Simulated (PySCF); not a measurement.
# C3H7FOSi: the cost of one run

Programs: PySCF 2.14.0, with density-fitted response routines of our own. Each step states its level of theory. These are calculated values for one molecule in the gas phase, unless marked as measured. Atoms are numbered from 0 throughout.

## (1) Starting geometry

13 atoms, charge 0, multiplicity 1; geometry from: GFN2-xTB. The atoms were then displaced at random by about 0.01 Å, so the start is not that level's minimum.

Bonds of the start (Å): C0–C1 1.54, C1–O2 1.44, O2–Si3 1.60, Si3–C4 1.91, C4–F5 1.37, C4–C1 1.54, C0–H6 1.10, C0–H7 1.08, C0–H8 1.06, C1–H9 1.10, Si3–H10 1.46, Si3–H11 1.48, C4–H12 1.12.

## (2) Optimising the geometry at PBE0-D3(BJ)/def2-SVP

The job: settings as JSON, then the geometry in Å.

```
{"job": {"xc": "PBE0", "basis": "def2-SVP", "d3": "d3bj", "grid": 1, "shake": 0.01, "kind": "geom"}, "charge": 0, "multiplicity": 1}
C      1.656500    -0.270380    -0.289610
C      0.448800     0.538280     0.226220
O     -0.110870    -0.071050     1.405820
Si    -1.527180    -0.499830     0.799270
C     -0.800330     0.478480    -0.674110
F     -0.599530    -0.151720    -1.869670
H      2.039390     0.231100    -1.186860
H      2.427870    -0.286250     0.460270
H      1.320740    -1.250330    -0.522800
H      0.749440     1.561120     0.495580
H     -1.711070    -1.932540     0.570660
H     -2.657720     0.157060     1.491880
H     -1.230210     1.479170    -0.916990
```

Run with:

```
> OMP_NUM_THREADS=1 python probes_run.py task.json out
```

The driver reads the jobs from task.json and runs them one after another.

**Question.** How long does this first job take on 1 thread of Arm Neoverse N1, shared host, and how much memory does it need?

About 42 s, with a peak of 0.5 GiB.
